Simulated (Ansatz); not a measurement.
CsLiCr2Te2S3:

```
Cs Li Cr Te S
1.0
     3.60358    0.00000    0.00000
    -1.80179    3.12079    0.00000
     0.00000    0.00000   19.06651
Cs Li Cr Te S
1 1 2 2 3
Direct
  0.00000 0.00000 0.37399
  0.66667 0.33333 0.01607
  0.00000 0.00000 0.86637
  0.33333 0.66667 0.16833
  0.33333 0.66667 0.53891
  0.66667 0.33333 0.77276
  0.00000 0.00000 0.10030
  0.33333 0.66667 0.92920
  0.66667 0.33333 0.23408
```

The cell was built by a generator and needn't be a form met in nature.

Base run:

* Program: Ansatz 0.2.0
* Functional: PBEsol
* Potentials or basis: all-electron LAPW, scalar-relativistic
* Cutoff: 238 eV (chosen from the basis error)
* Basis error allowed: 0.002 eV/atom
* k mesh: 6 × 6 × 2
* Occupations: fermi-dirac, width 0.05 eV
* Spin: collinear spin, ferromagnetic start
* Starting moments: [0.0, 0.0, 3.0, 3.0, 0.0, 0.0, 0.0, 0.0, 0.0] μB

Its results: pressure -2.9 GPa; net moment 5.63 μB per cell; site moments Cs +0.00; Li -0.01; Cr +2.81, +2.97; Te -0.01, -0.19; S -0.05, -0.06 μB; largest force 0.394 eV/Å.

Question: The run is repeated on the same cell with these changes: functional from PBEsol to revPBE. What comes out?

Answer: Pressure 1.6 GPa; net moment 5.69 μB per cell; site moments Cs +0.00; Li -0.01; Cr +2.86, +2.98; Te -0.01, -0.18; S -0.05, -0.06 μB; largest force 0.090 eV/Å.

revPBE binds less tightly than PBEsol, so the same cell stands under more pressure.

Caveats: the k mesh is thin for a metal, which can move the energy by tens of meV per atom; only a ferromagnetic start was run, and an antiferromagnetic order may lie lower in energy.
